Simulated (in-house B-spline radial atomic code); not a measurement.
# Yb⁵⁸⁺: a two-valence-electron spectrum

Aim: the levels, terms and lines of the two outer electrons of Yb⁵⁸⁺ (core: [He] 2s2 2p6), by configuration interaction with and without the many-body corrections.

Program: an in-house B-spline radial atomic code, version 1. Level of theory: configuration interaction of two valence electrons in the frozen-core Dirac-Hartree-Fock potential, then with screened core-valence correlation, Breit and QED (CI+MBPT), no-pair Dirac, B-spline basis. These are calculated values, not measurements, unless marked.

## 1. What is computed

```
element : ytterbium (Z = 70)
charge  : +58
core    : [He] 2s2 2p6
nucleus : mass number 174, rms radius 5.311 fm
```

## 2. The run

The run's settings:

```ini
basis_form = 3
Z = 70
core_configuration = [He] 2s2 2p6
rms_radius = 5.3108
mass_number = 174
speed_of_light = 137.035999084
box_radius = 1.5
lmax = 6
intervals = 54
virtual_cutoff = 9800.0
```

Command:

```
$ python run_mb.py task.json out
```

The runs that follow: Matrix elements and lines.

Before running it: what results should come out? Wanted: ground level; ionisation energy; first excited level; strongest line from the ground level; largest CI block.

**Answer**, as computed:

| quantity | value |
| --- | --- |
| ground level | 3s2 1S0 |
| ionisation energy | 6115.9 eV (plain CI 6124.3 eV) |
| first excited level | 3s3p 3P°0 at 127.70 eV |
| strongest line from the ground level | 3s3p 1P°1, 2.781 nm, gf = 0.561 |
| largest CI block | 2746 |
| tabulated theoretical ionisation energy | 6111.0 ± 6 eV (NIST Atomic Spectra Database, ionization energies) |

**Reading.** 3s2 1S0 lies lowest. Plain CI gives 6124.3 eV for ionisation, the corrected calculation 6115.9 eV. The lowest 12 levels have a mean term purity of 0.86, so spin-orbit coupling mixes the terms. The spin-changing line from 3s3p 3P°1 has a rate of 1.53e+10 1/s, against 1.61e+12 1/s for the strongest allowed line to the ground level; rates also scale with the cube of the energy, so the ratio isn't the spin rule alone. The tabulated theoretical ionisation energy is 6111.0 ± 6 eV, so the final value is off by +0.081 %, within the tabulated uncertainty.
